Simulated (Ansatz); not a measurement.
# CH4InNSe: the cost of one run

All numbers below are computed with Ansatz 0.2.0 (RKS r2SCAN/def2-SVP).

## Step 1: The starting structure

Bond lengths: N1–C2 1.251 Å, C2–Se3 1.897 Å, C2–In4 2.270 Å, N1–H5 1.022 Å, Se3–H6 1.451 Å, In4–H7 1.772 Å, In4–H8 1.768 Å. Angles: N1–C2–Se3 117.5°, N1–C2–In4 130.0°, Se3–C2–In4 112.4°, C2–N1–H5 116.7°, C2–Se3–H6 94.9°, C2–In4–H7 116.8°, C2–In4–H8 120.2°, H7–In4–H8 123.0°.

As a file:

```xyz
8

N     0.7423    1.4352   -0.4554
C     0.2441    0.4735    0.1714
Se    0.0657    0.6503    2.0513
In   -0.6042   -1.4868   -0.5957
H     0.8231    1.3304   -1.4688
H     0.6142    1.9925    2.1014
H    -0.9141   -1.5969   -2.3364
H    -0.9711   -2.7982    0.5320
```

## Step 2: End point A

The input, input.yaml:

```yaml
crystal:
  periodic: [false, false, false]
  atoms:
    - { symbol: "N", position_ang: [0.74229, 1.43524, -0.45539] }
    - { symbol: C, position_ang: [0.24411, 0.47346, 0.17144] }
    - { symbol: Se, position_ang: [0.06569, 0.65029, 2.05133] }
    - { symbol: In, position_ang: [-0.60421, -1.48681, -0.59565] }
    - { symbol: H, position_ang: [0.82311, 1.33041, -1.46884] }
    - { symbol: H, position_ang: [0.61419, 1.99246, 2.10145] }
    - { symbol: H, position_ang: [-0.91411, -1.5969, -2.33637] }
    - { symbol: H, position_ang: [-0.97106, -2.79815, 0.53203] }
basis:
  gaussian: { orbitals: def2-SVP }
hamiltonian:
  xc: r2scan
relax:
  f_tol: 0.02
  max_steps: 50
output:
  orbitals: {}
```

Started as:

```sh
ansatz run input.yaml --threads 2 --pin off --max-ram 3072MiB --backend cpu --events-out ev --progress --plain --runs-dir out
```

Q: Estimate wall time and peak memory on 2 threads of Arm Neoverse V1, shared host.

About 57 s, with a peak of 0.16 GiB.
